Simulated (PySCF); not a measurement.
# CI⁻ (triplet) with other numerical set-ups

Which parts of the numerical set-up matter for CI⁻ (triplet)? Each run edits the base script.

Computed with PySCF 2.14.0. Level: each script names its method and basis.

5 further runs of the same task are left out: 1 for a known fault of the program, 4 that didn't finish.

### Step 1. Where the work starts

CI⁻ (triplet): 2 atoms, charge -1, spin multiplicity 3.

Bond lengths: C1–I2 2.120 Å.

### Step 2. The run that the others are compared with

input.py reads:

```python
from pyscf import gto, scf, mcscf

mol = gto.M(
    atom='C 0 0 0; I 0 0 2.12',
    basis='def2-svpd',
    ecp={'I': 'def2-svpd'},
    charge=-1,
    spin=2,
    verbose=3,
)
mf = scf.ROHF(mol)
mf.kernel()
mc = mcscf.CASSCF(mf, 6, 4)
mc.kernel()
mc.analyze()
mf.dip_moment()
print('orbital energies (hartree):', mf.mo_energy[..., max(0, mol.nelec[1]-3):mol.nelec[0]+3].round(4))
```

Command:

```sh
$ python input.py
```

The log of this run is left out.

It gives: E(SCF) = -334.379940 Eh, E(CAS) − E(SCF) = -0.03362 Eh.

The bond length is a typed value, not an optimised one. The dipole of an ion depends on the origin. The triplet is typed in the script; nothing here shows that it is the ground state.

### Step 3. Core potential off

Run 1 changes core potential: on → off. The core potential changes with it: totals don't compare.

input.py reads:

```python
from pyscf import gto, scf, mcscf

mol = gto.M(
    atom='C 0 0 0; I 0 0 2.12',
    basis='def2-svpd',
    charge=-1,
    spin=2,
    verbose=3,
)
mf = scf.ROHF(mol)
mf.kernel()
mc = mcscf.CASSCF(mf, 6, 4)
mc.kernel()
mc.analyze()
mf.dip_moment()
print('orbital energies (hartree):', mf.mo_energy[..., max(0, mol.nelec[1]-3):mol.nelec[0]+3].round(4))
```

Command:

```sh
$ python input.py
```

### Step 4. Def2-svp

Run 2 changes basis set: def2-svpd → def2-svp.

input.py, as its differences from that of step 2:

```diff
@@ -4,4 +4,4 @@
     atom='C 0 0 0; I 0 0 2.12',
-    basis='def2-svpd',
-    ecp={'I': 'def2-svpd'},
+    basis='def2-svp',
+    ecp={'I': 'def2-svp'},
     charge=-1,
```

### Step 5. Density fitting weigend

Run 3 changes density fitting: none → weigend.

input.py, as its differences from that of step 2:

```diff
@@ -11,2 +11,3 @@
 mf = scf.ROHF(mol)
+mf = mf.density_fit(auxbasis='weigend')
 mf.kernel()
```

What does the calculation give? Wanted: for each run, E(SCF); from base; after the SCF.

As calculated:

```csv
run,E(SCF) (hartree),from base (eV),functions,after the SCF
base,-334.379940,0,55,CASSCF correlation -0.915 eV
core potential off (poor choice),-2039.439011,not comparable,55,CASSCF correlation -0.790 eV
def2-svp,-334.369956,+0.2717,40,CASSCF correlation -0.800 eV
density fitting weigend,-330.998913,+92.0024,55,CASSCF correlation -0.907 eV
```

**Reading.** The largest comparable shift of the SCF energy, +92.002 eV, comes with the run “density fitting weigend”. def2-svp (40 functions) gives an energy 0.27 eV higher than def2-svpd (55). Rows marked «poor choice» come from settings spoiled on purpose.
